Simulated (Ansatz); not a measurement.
# ClH3O2Sn: the cost of one run

All numbers below are computed with Ansatz 0.2.0 (RKS BHLYP-D4/def2-mTZVP).

1 further run of the same task is left out (it didn't finish).

## 1. The starting structure

Bond lengths: Sn1–H2 1.940 Å, Sn1–O3 2.160 Å, O3–H4 1.010 Å, Sn1–O5 1.959 Å, O5–H6 1.010 Å, Sn1–Cl7 2.408 Å. Angles: H2–Sn1–O3 38.9°, H2–Sn1–O5 122.7°, H2–Sn1–Cl7 122.7°, O3–Sn1–O5 123.2°, O3–Sn1–Cl7 123.2°, O5–Sn1–Cl7 109.5°, Sn1–O3–H4 105.4°, Sn1–O5–H6 109.5°.

As a file:

```xyz
7

Sn    0.0000    0.0000    0.0000
H     1.0906    0.0000    1.6043
O     2.0665    0.0000    0.6288
H     2.3829   -0.9521    0.5121
O    -0.9232    1.5994   -0.6527
H    -1.8810    1.3686   -0.8751
Cl   -1.1351   -1.9666   -0.8025
```

## 2. Pulling towards end A

Springs on the bonds that form and break draw the guess towards this end; the thresholds are loose.

input.yaml reads:

```yaml
crystal:
  periodic: [false, false, false]
  atoms:
    - { symbol: Sn, position_ang: [0.0, 0.0, 0.0] }
    - { symbol: H, position_ang: [1.0906, 0.0, 1.6043] }
    - { symbol: O, position_ang: [2.0665, 0.0, 0.6288] }
    - { symbol: H, position_ang: [2.3829, -0.9521, 0.5121] }
    - { symbol: O, position_ang: [-0.9232, 1.5994, -0.6527] }
    - { symbol: H, position_ang: [-1.881, 1.3686, -0.8751] }
    - { symbol: Cl, position_ang: [-1.1351, -1.9666, -0.8025] }
basis:
  gaussian: { orbitals: def2-mTZVP }
hamiltonian:
  xc: { name: BHLYP }
  dispersion: d4
relax:
  f_tol: 0.15
  max_steps: 25
  restrain:
    - { distance: [1, 2], at: 2.21, k: 30.0 }
    - { distance: [0, 1], at: 1.74, k: 30.0 }
    - { distance: [0, 2], at: 1.96, k: 30.0 }
```

The run is started by

```
$ ansatz run input.yaml --threads 4 --pin off --max-ram 5120MiB --backend cpu --events-out ev --progress --plain --runs-dir out
```

What time and memory should one allow on 4 threads of Intel Xeon Platinum 8488C (Sapphire Rapids), shared host?

About 20 s, with a peak of 0.3 GiB.
